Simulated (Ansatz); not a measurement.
# HfTi2B6: the cost of one run

Method: DFT PBE, scalar-relativistic, plane waves, PAW, in Ansatz 0.2.0.

## Step 1: The starting structure

It takes space group Fm-3m (No. 225, cubic). Conventional cell: a = 7.313 Å, b = 7.313 Å, c = 7.313 Å, α = 90.00°, β = 90.00°, γ = 90.00°. Hf (site symmetry m-3m) has 12 B at 2.59 Å as nearest neighbours. Ti (site symmetry -43m) is surrounded by 6 B at 1.83 Å. B (site symmetry mmm) is surrounded by 2 Ti at 1.83 Å and 2 Hf at 2.59 Å.

As a file:

```
CELL_PARAMETERS angstrom
0.00000 3.65668 3.65668
3.65668 0.00000 3.65668
3.65668 3.65668 0.00000
ATOMIC_POSITIONS crystal
Hf 0.50000 0.50000 0.50000
Ti 0.75000 0.75000 0.75000
Ti 0.25000 0.25000 0.25000
B 0.00000 0.00000 0.50000
B 0.50000 0.50000 0.00000
B 0.00000 0.50000 0.00000
B 0.50000 0.00000 0.00000
B 0.50000 0.00000 0.50000
B 0.00000 0.50000 0.50000
```

A structure generator made this guess: species swapped into a database cell of NaW2O6 (Fm-3m, No. 225), with Hf on the Na sites, Ti on the W sites and B on the O sites. The dimensions are guesses.

## Step 2: The guess as it stands, on a coarse mesh

Input file input.yaml:

```yaml
crystal:
  lattice:
    - [0.0, 3.65667982, 3.65667982]
    - [3.65667982, 0.0, 3.65667982]
    - [3.65667982, 3.65667982, 0.0]
  atoms:
    - { symbol: Hf, position: [0.5, 0.5, 0.5] }
    - { symbol: Ti, position: [0.75, 0.75, 0.75] }
    - { symbol: Ti, position: [0.25, 0.25, 0.25] }
    - { symbol: B, position: [0.0, 0.0, 0.5] }
    - { symbol: B, position: [0.5, 0.5, 0.0] }
    - { symbol: B, position: [0.0, 0.5, 0.0] }
    - { symbol: B, position: [0.5, 0.0, 0.0] }
    - { symbol: B, position: [0.5, 0.0, 0.5] }
    - { symbol: B, position: [0.0, 0.5, 0.5] }
basis:
  ecutwfc: 420
kpoints:
  mp_grid: { grid: [4, 4, 4] }
hamiltonian:
  xc: pbe
scf:
  occupations: { method: gaussian, width: 0.1 }
  lower_state_search: "off"
output:
  forces: true
  stress: true
  eigenvalues: true
```

Launch:

```console
ansatz run input.yaml --threads 1 --pin off --max-ram 2048MiB --backend cpu --events-out ev --progress --plain --runs-dir out
```

**Question.** How long does this run take on 1 thread of Intel Xeon Platinum 8488C (Sapphire Rapids), shared host, and how much memory does it need?

About 3 s, with a peak of 0.45 GiB.
